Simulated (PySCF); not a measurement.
# C13H13N2+: core binding energies, electronic excitations, NMR shifts

Aim: compute the core binding energies, electronic excitations, NMR shifts of C13H13N2+ (`N#CCCC[n+]1ccc2ccccc2c1`).

Computed with PySCF 2.14.0 and routines of our own; the level stands in each step. Atoms count from 0.

### 1 The system as given

28 atoms, charge 1, multiplicity 1; geometry from: GFN2-xTB.

### 2 Core binding energies: delta-SCF UKS SCAN, pcX-2 on the ionised atom, pcseg-1

The job: settings as JSON, then the geometry in Å.

```
{"job": {"kind": "xps", "atoms": [0, 5, 11]}, "charge": 1, "multiplicity": 1}
N     -4.502052     2.041779     0.678995
C     -4.377471     1.086065     0.066723
C     -4.125219    -0.121698    -0.683900
C     -2.613488    -0.324895    -0.845388
C     -1.948479    -0.496638     0.527928
N     -0.502368    -0.534554     0.401204
C      0.112354    -1.720573     0.156690
C      1.461271    -1.793767    -0.018916
C      2.254656    -0.627527     0.046813
C      3.650432    -0.629062    -0.115582
C      4.350972     0.547007    -0.034774
C      3.691168     1.766345     0.204938
C      2.333788     1.806056     0.369033
C      1.583282     0.610291     0.296465
C      0.196135     0.588193     0.464485
H     -4.598745    -0.033081    -1.664257
H     -4.580588    -0.963867    -0.156192
H     -2.187297     0.545858    -1.350349
H     -2.428895    -1.202938    -1.466371
H     -2.228507     0.340501     1.172948
H     -2.290261    -1.422467     0.996456
H     -0.517980    -2.595266     0.117636
H      1.928190    -2.747673    -0.205547
H      4.155829    -1.563681    -0.301979
H      5.423272     0.544886    -0.156078
H      4.269881     2.675016     0.259985
H      1.822930     2.737953     0.554882
H     -0.345349     1.504151     0.659056
```

Level: delta-SCF UKS SCAN, pcX-2 on the ionised atom, pcseg-1 elsewhere, spin-free X2C (atomic blocks).

Run with:

```
> OMP_NUM_THREADS=1 python large_run.py task.json out
```

The driver reads the jobs from task.json and runs them one after another.

The program printed:

```text
ground state, core basis on atom 0 (N), 306 functions
  cycle   1  E = -612.20225118  |g| = 6.65e-01
  cycle   2  E = -611.59167108  |g| = 1.62e+00
  cycle   3  E = -612.30348334  |g| = 2.71e-01
  cycle   4  E = -612.32328287  |g| = 9.66e-02
  cycle   5  E = -612.32533247  |g| = 5.12e-02
  cycle   6  E = -612.32603941  |g| = 1.51e-02
  cycle   7  E = -612.32609114  |g| = 7.62e-03
  cycle   8  E = -612.32610420  |g| = 2.73e-03
  cycle   9  E = -612.32610632  |g| = 1.14e-03
  cycle  10  E = -612.32610698  |g| = 4.69e-04
  E(ground) = -612.35891880 Eh
hole in N 1s of atom 0
  cycle   1  E = -596.63369999  |g| = 1.84e+00
  cycle   2  E = -591.34073785  |g| = 2.75e+00
  cycle   3  E = -581.59560915  |g| = 3.01e+00
  cycle   4  E = -597.01001990  |g| = 8.43e-01
  cycle   5  E = -596.95711394  |g| = 9.44e-01
  cycle   6  E = -597.31657172  |g| = 1.61e-01
  cycle   7  E = -597.32448317  |g| = 1.20e-01
  cycle   8  E = -597.33353025  |g| = 3.14e-02
  cycle   9  E = -597.33409115  |g| = 1.67e-02
  cycle  10  E = -597.33425677  |g| = 9.75e-03
  cycle  11  E = -597.33432966  |g| = 6.60e-03
  cycle  12  E = -597.33437257  |g| = 3.47e-03
  cycle  13  E = -597.33438348  |g| = 1.53e-03
  E(ion) = -597.36707715 Eh   <S^2> = 0.8055   hole on atom = 1.000   binding energy = 407.949 eV
ground state, core basis on atom 5 (N), 306 functions
  cycle   1  E = -612.32441214  |g| = 7.26e-02
  cycle   2  E = -612.32435347  |g| = 1.86e-02
  cycle   3  E = -612.32393925  |g| = 4.18e-02
  cycle   4  E = -612.32444989  |g| = 6.35e-03
  cycle   5  E = -612.32445672  |g| = 1.50e-03
  cycle   6  E = -612.32445818  |g| = 6.42e-04
  cycle   7  E = -612.32445774  |g| = 1.82e-04
  E(ground) = -612.35647384 Eh
hole in N 1s of atom 5
  cycle   1  E = -596.46460574  |g| = 1.89e+00
  cycle   2  E = -592.19298161  |g| = 3.34e+00
  cycle   3  E = -596.44886814  |g| = 1.06e+00
  cycle   4  E = -596.43576261  |g| = 1.05e+00
  cycle   5  E = -597.12493877  |g| = 3.51e-01
  cycle   6  E = -597.18903335  |g| = 1.58e-01
  cycle   7  E = -597.19735043  |g| = 1.02e-01
  cycle   8  E = -597.20273743  |g| = 2.61e-02
  cycle   9  E = -597.20299703  |g| = 1.48e-02
  cycle  10  E = -597.20310054  |g| = 4.11e-03
  cycle  11  E = -597.20311254  |g| = 2.34e-03
  E(ion) = -597.23387260 Eh   <S^2> = 0.7714   hole on atom = 1.000   binding energy = 411.507 eV
ground state, core basis on atom 11 (C), 306 functions
  cycle   1  E = -612.31396935  |g| = 5.87e-02
  cycle   2  E = -612.31382217  |g| = 3.24e-02
  cycle   3  E = -612.31371881  |g| = 3.72e-02
  cycle   4  E = -612.31405351  |g| = 9.11e-03
  cycle   5  E = -612.31407769  |g| = 1.36e-03
  cycle   6  E = -612.31407809  |g| = 6.75e-04
  cycle   7  E = -612.31407748  |g| = 2.32e-04
  E(ground) = -612.34887664 Eh
hole in C 1s of atom 11
  cycle   1  E = -600.90564076  |g| = 1.52e+00
  cycle   2  E = -596.20322242  |g| = 2.62e+00
  cycle   3  E = -596.21279132  |g| = 2.02e+00
  cycle   4  E = -601.39741110  |g| = 4.17e-01
  cycle   5  E = -601.28228805  |g| = 5.83e-01
  cycle   6  E = -601.48828319  |g| = 1.55e-01
  cycle   7  E = -601.50069032  |g| = 6.31e-02
  cycle   8  E = -601.50275057  |g| = 2.83e-02
  cycle   9  E = -601.50317782  |g| = 1.33e-02
  cycle  10  E = -601.50332025  |g| = 9.46e-03
  cycle  11  E = -601.50344988  |g| = 7.10e-03
  cycle  12  E = -601.50358486  |g| = 6.84e-03
  cycle  13  E = -601.50374485  |g| = 6.51e-03
  cycle  14  E = -601.50408545  |g| = 5.92e-03
  cycle  15  E = -601.50433498  |g| = 4.80e-03
  cycle  16  E = -601.50436421  |g| = 3.43e-03
  cycle  17  E = -601.50443286  |g| = 3.47e-03
  cycle  18  E = -601.50443875  |g| = 2.26e-03
  E(ion) = -601.53731046 Eh   <S^2> = 0.9050   hole on atom = 1.000   binding energy = 294.198 eV
```

Run time: 67 s. Hardware: 1 thread of AMD EPYC 9R45, shared host; peak memory 0.7 GiB.

The holes in one table. −ε is the ground-state orbital energy:

| hole | stands for | environment | ΔSCF (eV) | −ε (eV) | ⟨S²⟩ |
| --- | --- | --- | --- | --- | --- |
| N1s on N0 | N0 | nitrile nitrogen | 407.95 | 388.8 | 0.805 |
| N1s on N5 | N5 | cationic ring nitrogen | 411.51 | 393.4 | 0.771 |
| C1s on C11 | C11 | aromatic CH | 294.20 (doubtful) | 278.1 | 0.905 |

Doubtful: the ion did not converge, its hole moved, or its ⟨S²⟩ is well above 0.75.

### 3 Electronic excitations: TDA B3LYP/6-31G* in tetrahydrofuran

The job, as its differences from that of step 2:

```diff
@@ -1,2 +1,2 @@
-{"job": {"kind": "xps", "atoms": [0, 5, 11]}, "charge": 1, "multiplicity": 1}
+{"job": {"kind": "uv", "basis": "6-31G*", "grid": 1, "kgrid": 0, "vcut": null, "nstates": 8, "ntriplets": 0, "tda": true, "delta": [], "pop": false, "xc": "B3LYP", "solvent": "tetrahydrofuran", "pol": false}, "charge": 1, "multiplicity": 1}
 N     -4.502052     2.041779     0.678995
```

Level: TDA B3LYP/6-31G*, vertical, IEF-PCM tetrahydrofuran (non-equilibrium linear response), core orbitals frozen in the response.

The program printed:

```text
start: PBE on a coarse grid of 23161 points
cycle   1  E = -611.8037135096  dE =  2.369e+00  |g| = 6.938e-01  |ddm| = 5.757e+00
cycle   2  E = -611.3694862354  dE =  4.342e-01  |g| = 1.463e+00  |ddm| = 2.237e+00
cycle   3  E = -611.9054614941  dE = -5.360e-01  |g| = 3.281e-01  |ddm| = 1.658e+00
cycle   4  E = -611.9321578012  dE = -2.670e-02  |g| = 9.661e-02  |ddm| = 3.637e-01
cycle   5  E = -611.9333183582  dE = -1.161e-03  |g| = 6.429e-02  |ddm| = 1.267e-01
cycle   6  E = -611.9342836009  dE = -9.652e-04  |g| = 1.750e-02  |ddm| = 7.008e-02
cycle   7  E = -611.9343551090  dE = -7.151e-05  |g| = 5.007e-03  |ddm| = 1.861e-02
final grid: 101106 points
cycle   8  E = -612.5508855430  dE = -4.402e-03  |g| = 4.123e-02  |ddm| = 2.773e-01
cycle   9  E = -612.5500084287  dE =  8.771e-04  |g| = 7.616e-02  |ddm| = 9.372e-02
cycle  10  E = -612.5512522387  dE = -1.244e-03  |g| = 1.224e-02  |ddm| = 6.196e-02
cycle  11  E = -612.5512833046  dE = -3.107e-05  |g| = 3.039e-03  |ddm| = 1.222e-02
cycle  12  E = -612.5512848299  dE = -1.525e-06  |g| = 1.330e-03  |ddm| = 3.059e-03
cycle  13  E = -612.5512851642  dE = -3.343e-07  |g| = 3.730e-04  |ddm| = 1.489e-03
cycle  14  E = -612.5512868243  dE = -1.660e-06  |g| = 8.821e-05  |ddm| = 4.507e-04
converged SCF energy = -612.5512868243

Singlet excitations
state   eV       nm        f      main configurations
  1   4.0220    308.3   0.09443   H->L 0.90
  2   4.6481    266.7   0.00161   H->L+1 0.49, H-1->L 0.47
  3   5.7889    214.2   0.28755   H-2->L 0.51, H-1->L+1 0.16, H->L+2 0.15
  4   5.8710    211.2   0.62539   H-3->L 0.30, H-4->L 0.24, H->L+1 0.16
  5   5.9816    207.3   0.05221   H-3->L 0.60, H-4->L 0.34
  6   6.0690    204.3   0.42723   H-4->L 0.33, H-2->L 0.22, H-1->L 0.15
  7   6.2029    199.9   0.00021   H-5->L 0.98
  8   6.3703    194.6   0.77114   H-1->L+1 0.47, H->L+1 0.11, H-2->L 0.10
```

Wall time 9.2 s (1 thread of AMD EPYC 9R45, shared host); peak memory 0.67 GiB.

Frontier orbitals and where they lie:

| orbital | eV | atoms |
| --- | --- | --- |
| HOMO−4 | -9.57 | N0 42 %, C1 27 %, C3 7 % |
| HOMO−3 | -9.51 | N0 42 %, C1 26 %, C2 7 % |
| HOMO−2 | -9.40 | C7 19 %, C14 14 %, N0 10 % |
| HOMO−1 | -8.45 | C10 26 %, C13 20 %, C11 17 % |
| HOMO | -7.44 | C9 23 %, C12 22 %, C6 14 % |
| LUMO | -3.02 | C14 29 %, N5 15 %, C10 14 % |
| LUMO+1 | -2.01 | C6 28 %, C11 18 %, C13 12 % |
| LUMO+2 | -0.47 | C9 22 %, C12 20 %, C13 16 % |
| LUMO+3 | 0.47 | C1 37 %, N0 36 %, C3 9 % |

With each of the 8 states as a Gaussian band of 0.4 eV half-width at 1/e, the curve within the window shown has maxima at 308 nm (ε 3,800), 205 nm (ε 64,000) L/(mol cm). Beyond the last state computed it falls off for lack of states. The curve at chosen wavelengths:

nm, ε (L/mol/cm) and a bar:
```
      186      20265 #########
      193      43454 ####################
      200      59937 ############################
      207      63680 ##############################
      214      52720 #########################
      221      32825 ###############
      228      15382 #######
      235       5585 ###
      242       1643 #
      249        439 
      256        189 
      263        266 
      270        561 
      278       1194 
      285       1972 #
      292       2804 #
      299       3474 ##
      306       3807 ##
      313       3744 ##
      320       3348 #
      327       2756 #
      334       2109 #
      341       1516 #
      348       1031 
      355        668 
      362        416
```

Further results of this job:

| property | computed |
| --- | --- |
| HOMO–LUMO gap (eV) | 4.42 |
| −ε(HOMO) (eV) | 7.44 |

### 4 NMR shifts: GIAO KT3/pcSseg-1 in dimethylsulfoxide

The job, as its differences from that of step 3:

```diff
@@ -1,2 +1,2 @@
-{"job": {"kind": "uv", "basis": "6-31G*", "grid": 1, "kgrid": 0, "vcut": null, "nstates": 8, "ntriplets": 0, "tda": true, "delta": [], "pop": false, "xc": "B3LYP", "solvent": "tetrahydrofuran", "pol": false}, "charge": 1, "multiplicity": 1}
+{"job": {"kind": "nmr", "basis": "pcSseg-1", "pop": false, "xc": "KT3", "solvent": "dimethylsulfoxide"}, "charge": 1, "multiplicity": 1}
 N     -4.502052     2.041779     0.678995
```

Level: GIAO KT3/pcSseg-1 NMR shielding, non-relativistic, IEF-PCM dimethylsulfoxide.

The program printed:

```text
start: PBE on a coarse grid of 23161 points
cycle   1  E = -611.4804196211  dE =  2.336e+00  |g| = 6.883e-01  |ddm| = 5.441e+00
cycle   2  E = -611.0884319695  dE =  3.920e-01  |g| = 1.431e+00  |ddm| = 1.918e+00
cycle   3  E = -611.5788471106  dE = -4.904e-01  |g| = 3.094e-01  |ddm| = 1.398e+00
cycle   4  E = -611.6007595893  dE = -2.191e-02  |g| = 1.014e-01  |ddm| = 2.872e-01
cycle   5  E = -611.6022795395  dE = -1.520e-03  |g| = 5.816e-02  |ddm| = 1.049e-01
cycle   6  E = -611.6030466425  dE = -7.671e-04  |g| = 1.553e-02  |ddm| = 5.632e-02
cycle   7  E = -611.6030984948  dE = -5.185e-05  |g| = 5.011e-03  |ddm| = 1.502e-02
final grid: 214964 points
cycle   8  E = -622.4470241111  dE = -3.475e-02  |g| = 6.651e-02  |ddm| = 8.737e-01
cycle   9  E = -622.4427764974  dE =  4.248e-03  |g| = 1.536e-01  |ddm| = 1.592e-01
cycle  10  E = -622.4478627635  dE = -5.086e-03  |g| = 2.269e-02  |ddm| = 1.147e-01
cycle  11  E = -622.4479689349  dE = -1.062e-04  |g| = 8.615e-03  |ddm| = 1.853e-02
cycle  12  E = -622.4479829608  dE = -1.403e-05  |g| = 2.799e-03  |ddm| = 7.621e-03
cycle  13  E = -622.4479852076  dE = -2.247e-06  |g| = 8.966e-04  |ddm| = 3.464e-03
cycle  14  E = -622.4479849232  dE =  2.844e-07  |g| = 1.999e-04  |ddm| = 1.002e-03
cycle  15  E = -622.4479849423  dE = -1.913e-08  |g| = 7.640e-05  |ddm| = 2.347e-04
converged SCF energy = -622.4479849423

GIAO shielding tensors (ppm)
atom      isotropic    diamagn.    paramagn.     s11        s22        s33       span
  0 N        5.720     343.361    -337.641   -147.065   -137.950    302.176    449.241
  1 C       68.898     261.114    -192.216    -45.023    -37.254    288.971    333.994
  2 C      167.371     251.311     -83.939    152.304    171.058    178.752     26.448
  3 C      147.407     252.814    -105.407    132.886    141.433    167.903     35.017
  4 C      122.343     252.792    -130.449     99.791    100.806    166.431     66.640
  5 N       47.835     339.616    -291.781    -72.878      5.453    210.931    283.809
  6 C       55.379     256.427    -201.048    -27.336     52.814    140.660    167.997
  7 C       60.775     255.979    -195.203    -28.549     47.895    162.980    191.529
  8 C       55.055     254.545    -199.491    -19.443     -9.099    193.706    213.149
  9 C       61.472     242.636    -181.164    -28.881     46.896    166.402    195.284
 10 C       51.901     252.618    -200.717    -49.293     29.917    175.080    224.374
 11 C       57.209     252.708    -195.500    -42.256     37.497    176.385    218.641
 12 C       58.285     245.549    -187.265    -34.182     41.222    167.814    201.996
 13 C       62.908     261.083    -198.175     -2.351      3.381    187.694    190.045
 14 C       43.769     259.244    -215.475    -28.244     25.745    133.807    162.051
 15 H       28.649      22.875       5.774     23.226     26.922     35.799     12.573
 16 H       28.909      24.862       4.047     24.186     27.498     35.043     10.857
 17 H       29.412      36.541      -7.129     25.113     30.926     32.196      7.083
 18 H       28.987      33.560      -4.572     23.531     29.951     33.480      9.948
 19 H       26.598      37.140     -10.542     22.058     26.695     31.040      8.982
 20 H       26.900      33.298      -6.398     22.171     27.995     30.534      8.364
 21 H       23.250      33.593     -10.343     17.387     24.012     28.353     10.965
 22 H       23.224      33.677     -10.453     18.299     24.370     27.003      8.704
 23 H       23.248      31.049      -7.800     18.262     24.121     27.361      9.099
 24 H       23.205      27.255      -4.050     19.153     24.093     26.367      7.214
 25 H       23.364      29.024      -5.661     19.184     24.276     26.631      7.448
 26 H       23.141      34.098     -10.957     18.058     23.704     27.660      9.602
 27 H       22.474      38.794     -16.319     15.965     22.438     29.021     13.056
```

It took 13 s on 1 thread of AMD EPYC 9R45, shared host; peak memory 0.64 GiB.

The references, computed at this level on geometries of the same kind, shield at (ppm): 1H TMS 31.74, 13C TMS 185.5. Their shielding less the atom's gives the shift. The references are single molecules in the same continuum. Atoms listed in one row are averaged.

| atoms | environment | σ (ppm) | δ (ppm) |
| --- | --- | --- | --- |
| C14 | aromatic CH next to a ring nitrogen | 43.8 | 141.8 |
| C10 | aromatic CH | 51.9 | 133.6 |
| C8 | ring-fusion aromatic carbon | 55.1 | 130.5 |
| C6 | aromatic CH next to a ring nitrogen | 55.4 | 130.2 |
| C11 | aromatic CH | 57.2 | 128.3 |
| C12 | aromatic CH | 58.3 | 127.3 |
| C7 | aromatic CH | 60.8 | 124.8 |
| C9 | aromatic CH | 61.5 | 124.1 |
| C13 | ring-fusion aromatic carbon | 62.9 | 122.6 |
| C1 | nitrile carbon | 68.9 | 116.7 |
| C4 | sp3 CH2 bonded to N | 122.3 | 63.2 |
| C3 | sp3 CH2 | 147.4 | 38.1 |
| C2 | sp3 CH2 α to a nitrile | 167.4 | 18.2 |
| H27 | hydrogen on an aromatic CH next to a ring nitrogen | 22.47 | 9.26 |
| H26 | hydrogen on an aromatic CH | 23.14 | 8.60 |
| H24 | hydrogen on an aromatic CH | 23.20 | 8.53 |
| H22 | hydrogen on an aromatic CH | 23.22 | 8.52 |
| H23 | hydrogen on an aromatic CH | 23.25 | 8.49 |
| H21 | hydrogen on an aromatic CH next to a ring nitrogen | 23.25 | 8.49 |
| H25 | hydrogen on an aromatic CH | 23.36 | 8.38 |
| H19, H20 | hydrogen on an sp3 CH2 bonded to N | 26.75 | 4.99 |
| H15, H16 | hydrogen on an sp3 CH2 α to a nitrile | 28.78 | 2.96 |
| H17, H18 | hydrogen on an sp3 CH2 | 29.20 | 2.54 |
| N0 | nitrile nitrogen | 5.7 | – |
| N5 | cationic ring nitrogen | 47.8 | – |

Ring of atoms N5, C6, C7, C8, C13, C14: NICS(0) -8.8, NICS(1) -10.4, NICS(1)zz -25.3 ppm (means of both faces).

Ring of atoms C8, C9, C10, C11, C12, C13: NICS(0) -8.6, NICS(1) -11.7, NICS(1)zz -28.8 ppm (means of both faces).

### 5 What came out

| quantity | value |
| --- | --- |
| N1s binding energies, SCAN/pcX-2 | N5 411.51, N0 407.95 eV |
| lowest singlet (B3LYP/6-31G*) | 4.02 eV (308 nm), f = 0.094 |
| brightest single state of those computed | state 8, 6.37 eV, f = 0.771 |
| 13C shifts against TMS (KT3/pcSseg-1, dimethylsulfoxide) | 141.8, 133.6, 130.5, 130.2, 128.3, 127.3, 124.8, 124.1, 122.6, 116.7, 63.2, 38.1, 18.2 ppm |
| 1H shifts against TMS (KT3/pcSseg-1, dimethylsulfoxide, means over atoms taken as alike) | 9.26, 8.60, 8.53, 8.52, 8.49, 8.49, 8.38, 4.99, 2.96, 2.54 ppm |
| shieldings of N (KT3/pcSseg-1, dimethylsulfoxide) | N0 5.7, N5 47.8 ppm |

What this shows: N5 (cationic ring nitrogen) binds its N1s electron 3.56 eV more tightly than N0 (nitrile nitrogen). The first singlet state (HOMO→LUMO 0.90) lies at 4.02 eV and is bright; of the 8 states computed, the strongest absorption comes from state 8 at 6.37 eV (the last computed, so partners may be missing). At KT3/pcSseg-1: Shielding is most anisotropic at N0 (span 449 ppm, paramagnetic term -338 ppm). NICS(1)zz of -25 ppm above the planar ring from N5 marks a diatropic (aromatic) ring current. NICS(1)zz of -29 ppm above the planar ring from C8 marks a diatropic (aromatic) ring current.
